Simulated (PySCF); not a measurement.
**One shape, several levels: GeHF (SMILES [F][GeH])**

We compute a comparison of 4 runs (M06-2X/STO-6G, UPBE0/STO-6G, UMP2/STO-6G, UCCSD(T)/STO-6G) of GeHF. 

The results are computed with PySCF 2.14.0.

26 further runs of the same task are left out: 18 that didn't finish, 8 set aside as unsound or not needed.

## 1. The system as given

GeHF: 3 atoms, total charge 0, spin state singlet. SMILES: `[F][GeH]`. The F1–Ge2 distance was set to 4.918 Å, away from the relaxed value. At this shape a bond of the SMILES string is far longer than usual.

Bond lengths: Ge2–H3 1.609 Å.

## 2. A single-point energy at M06-2X/STO-6G (run 1)

File job.py:

```python
from pyscf import gto, dft

mol = gto.Mole()
mol.atom = [
    ('F', (3.066095, 2.483917, 1.919237)),
    ('Ge', (-0.657900, 0.195200, -0.335600)),
    ('H', (-0.025200, -1.272700, -0.147400)),
]
mol.charge = 0
mol.max_memory = 1860
mol.basis = 'sto-6g'
mol.spin = 0
mol.verbose = 3
mol.build()

mf = dft.RKS(mol, xc='m06-2x')
mf.grids.level = 5
mf.conv_tol = 1e-10
mf.kernel()
if not mf.converged:
    mf = mf.newton().run(mf.mo_coeff, mf.mo_occ)

e_final = mf.e_tot
print('E = %.10f Eh' % e_final)
```

The run is started by

```bash
OMP_NUM_THREADS=1 python job.py
```

Output:

```text
SCF not converged.
SCF energy = -2151.14260005164
converged SCF energy = -2165.05237452811
E = -2165.0523745281 Eh
```

Wall time 57 s (1 thread of Arm Neoverse V1, shared host); peak memory 0.25 GiB.

## 3. A single-point energy at UPBE0/STO-6G (run 2)

File mol.xyz:

```xyz
3

F      3.066095     2.483917     1.919237
Ge    -0.657900     0.195200    -0.335600
H     -0.025200    -1.272700    -0.147400
```

File job.py:

```python
from pyscf import gto, dft

system = gto.Mole()
system.atom = 'mol.xyz'
system.max_memory = 1860
system.basis = 'sto-6g'
system.charge = 0
system.verbose = 3
system.build()

calc0 = dft.UKS(system, xc='pbe0')
calc0.grids.level = 5
calc0.conv_tol = 1e-10
calc0.kernel()
if not calc0.converged:
    calc0 = calc0.newton().run(calc0.mo_coeff, calc0.mo_occ)
for _ in range(3):
    mo, _, stable, _ = calc0.stability(return_status=True)
    if stable:
        break
    calc0.kernel(calc0.make_rdm1(mo, calc0.mo_occ))

etot = calc0.e_tot
print('E = %.10f Eh' % etot)
```

The run is started by

```bash
OMP_NUM_THREADS=1 python job.py
```

Output:

```text
SCF not converged.
SCF energy = -2150.26421323554 after 50 cycles  <S^2> = 1.4942391  2S+1 = 2.6413929
converged SCF energy = -2164.97677041604  <S^2> = 1.1169464  2S+1 = 2.3383297
<class 'pyscf.soscf.newton_ah.SecondOrderUKS'> wavefunction is stable in the internal stability analysis
E = -2164.9767704160 Eh
```

Wall time 95 s (1 thread of Arm Neoverse V1, shared host); peak memory 0.34 GiB.

## 4. A single-point energy at UMP2/STO-6G (run 3)

File geometry.xyz:

```xyz
3

F      3.066095     2.483917     1.919237
Ge    -0.657900     0.195200    -0.335600
H     -0.025200    -1.272700    -0.147400
```

File job.py:

```python
from pyscf import gto, scf, mp

mol = gto.M(
    atom='geometry.xyz',
    spin=0,
    charge=0,
    basis='sto-6g',
    max_memory=1860,
    verbose=3,
)

mf = scf.UHF(mol)
mf.conv_tol = 1e-10
mf.kernel()
if not mf.converged:
    mf = mf.newton().run(mf.mo_coeff, mf.mo_occ)
for _ in range(3):
    mo, _, stable, _ = mf.stability(return_status=True)
    if stable:
        break
    mf.kernel(mf.make_rdm1(mo, mf.mo_occ))

pt = mp.MP2(mf, frozen=10).run()
etot = pt.e_tot
print('E = %.10f Eh' % etot)
```

The run is started by

```bash
OMP_NUM_THREADS=1 python job.py
```

Output:

```text
WARN: HOMO 0.250828760582075 >= LUMO 0.251687766081329

WARN: HOMO 0.0148673511891967 >= LUMO 0.0151795465060164

WARN: HOMO 0.0162185884649257 >= LUMO 0.0159260904246634

SCF not converged.
SCF energy = -2163.65334607204 after 50 cycles  <S^2> = 1.0035244  2S+1 = 2.2392181
converged SCF energy = -2163.65339216735  <S^2> = 1.0035165  2S+1 = 2.239211
<class 'pyscf.soscf.newton_ah.SecondOrderUHF'> wavefunction is stable in the internal stability analysis
E(UMP2) = -2163.67445826151  E_corr = -0.021066094164858
E(SCS-UMP2) = -2163.67860237717  E_corr = -0.0252102098191669
E = -2163.6744582615 Eh
```

Run time: 1.3 s. Hardware: 1 thread of Arm Neoverse V1, shared host; peak memory 0.12 GiB.

## 5. A single-point energy at UCCSD(T)/STO-6G (run 4)

File calc.py:

```python
from pyscf import gto, cc

mol = gto.M(
    atom=[
    ('F', (3.066095, 2.483917, 1.919237)),
    ('Ge', (-0.657900, 0.195200, -0.335600)),
    ('H', (-0.025200, -1.272700, -0.147400)),
],
    spin=0,
    verbose=4,
    basis='sto-6g',
    max_memory=1860,
)

hf = mol.UHF()
hf.conv_tol = 1e-10
hf.kernel()
if not hf.converged:
    hf = hf.newton().run(hf.mo_coeff, hf.mo_occ)
for _ in range(3):
    mo, _, stable, _ = hf.stability(return_status=True)
    if stable:
        break
    hf.kernel(hf.make_rdm1(mo, hf.mo_occ))

mycc = cc.CCSD(hf, frozen=10)
mycc.kernel()
e_t = mycc.ccsd_t()
etot = mycc.e_tot + e_t
print('Final energy', etot)
```

The run is started by

```bash
OMP_NUM_THREADS=1 python calc.py
```

Output:

```text
PySCF version 2.14.0

[... 42 lines left out ...]
WARN: beta  nocc = 21  HOMO 0.250821944439766 >= LUMO 0.251687766081329
[... 77 lines left out ...]
SCF not converged.
[... 45 lines left out ...]
converged SCF energy = -2163.65339216735  <S^2> = 1.0035165  2S+1 = 2.239211
[... 41 lines left out ...]
UCCSD converged
[... 2 lines left out ...]
Final energy -2163.6882158761746
```

Wall time 1.5 s (1 thread of Arm Neoverse V1, shared host); peak memory 0.12 GiB.

## 6. Overview of the runs

```csv
run,level,follow instability,integration grid,energy (Eh),dipole moment (D) of the reference,HOMO energy (eV),LUMO energy (eV),wall time
1,M06-2X/STO-6G,–,5,-2165.052375,4.82,-1.90,-0.24,57 s
2,UPBE0/STO-6G,yes,5,-2164.976770,0.31,-2.13,0.28,95 s
3,UMP2/STO-6G,yes,–,-2163.674458,0.29,-4.75,4.86,1.3 s
4,UCCSD(T)/STO-6G,yes,–,-2163.688216,0.29,-4.75,4.86,1.5 s
```

## 7. Summary of results

| quantity | value |
| --- | --- |
| run 4: total energy | -2163.68822 Eh |
| run 4: dipole moment (Hartree–Fock density) | 0.29 D |
| run 4: HOMO energy (Hartree–Fock orbitals) | -4.75 eV |
| run 4: LUMO energy (Hartree–Fock orbitals) | 4.86 eV |
| run 4: HOMO–LUMO gap (Hartree–Fock orbitals) | 9.60 eV |
| run 4: correlation energy (10 core orbitals frozen) | -34.8 mEh |
| run 4: (T) correction | -0.04 mEh |
| run 4: ⟨S²⟩ of the reference determinant | 1.004 |
| run 4: T1 diagnostic | 0.004 |

In words: Totals of different functionals can't be ranked against each other. In runs 1, 2, 3, 4 the basis is minimal, so the values are rough. In run 1 a closed-shell determinant meets a far-stretched bond, which it describes badly. Spin contamination of the reference: run 2 ⟨S²⟩ = 1.12, run 3 ⟨S²⟩ = 1.00, run 4 ⟨S²⟩ = 1.00. Where it is this large, the reference is a mixture of spin states, and values that rest on it are in doubt. All runs together took 2.6 min, the longest 95 s.
